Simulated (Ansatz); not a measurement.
# ZrS (quintet): wave-function methods side by side, def2-QZVPP

An exercise on one series of results from a longer session: the logs are not shown, and one member is left open.

The runs use Ansatz 0.2.0, Gaussian basis; def2-QZVPP, core rule «outside noble gas», up to 9 orbitals frozen.

To be run: UHF; ROHF; CCSD(T) on UHF.

### What is computed

The geometry is a PBE0/def2-TZVP stationary point (not a proven minimum). No spin-orbit coupling is included. Elements past krypton take def2 core potentials.

2 atoms, charge 0, spin multiplicity 5.

Atoms are counted from 1 here; the program's logs count them from 0.

Bond lengths: Zr1–S2 2.454 Å.

Geometry (Å):

```xyz
2
charge 0, multiplicity 5
Zr    0.0000    0.0000    0.0000
S     0.0000    0.0000    2.4542
```

The first run:

in.yaml reads:

```yaml
crystal:
  periodic: [false, false, false]
  atoms:
    - {symbol: Zr, position_ang: [0.000000, 0.000000, 0.000000]}
    - {symbol: S, position_ang: [0.000000, 0.000000, 2.454200]}
basis:
  gaussian: {orbitals: "def2-QZVPP.json"}
magnetization: {spin_polarized: true, initial_magnetization: 4}
hamiltonian: {xc: hf}
output: {orbitals: {seedname: orbitals}}
```

Command:

```sh
> ansatz run in.yaml --threads 1 --pin off --events-out ev --progress --plain --max-ram 4096MiB --backend cpu
```

Steps of the session up to this table: UHF; ROHF; CCSD(T) on UHF.

One of the session's tables, all rows but one given; the rest of the session is left out.

It belongs to the step «Misses and costs». 

| method | from UCCSD(T) (meV) |
| --- | --- |
| ROHF | +6666.5 |
| UHF | +6400.1 |
| UMP2 | +993.1 |
| UCCSD | ? |
| UCCSD(T) | 0 |

Q: Estimate the row for UCCSD from the others.

**Answer.** from UCCSD(T) (meV): +317.6. In the column «from UCCSD(T) (meV)» it lies between UCCSD(T) (0) and UMP2 (+993.1).
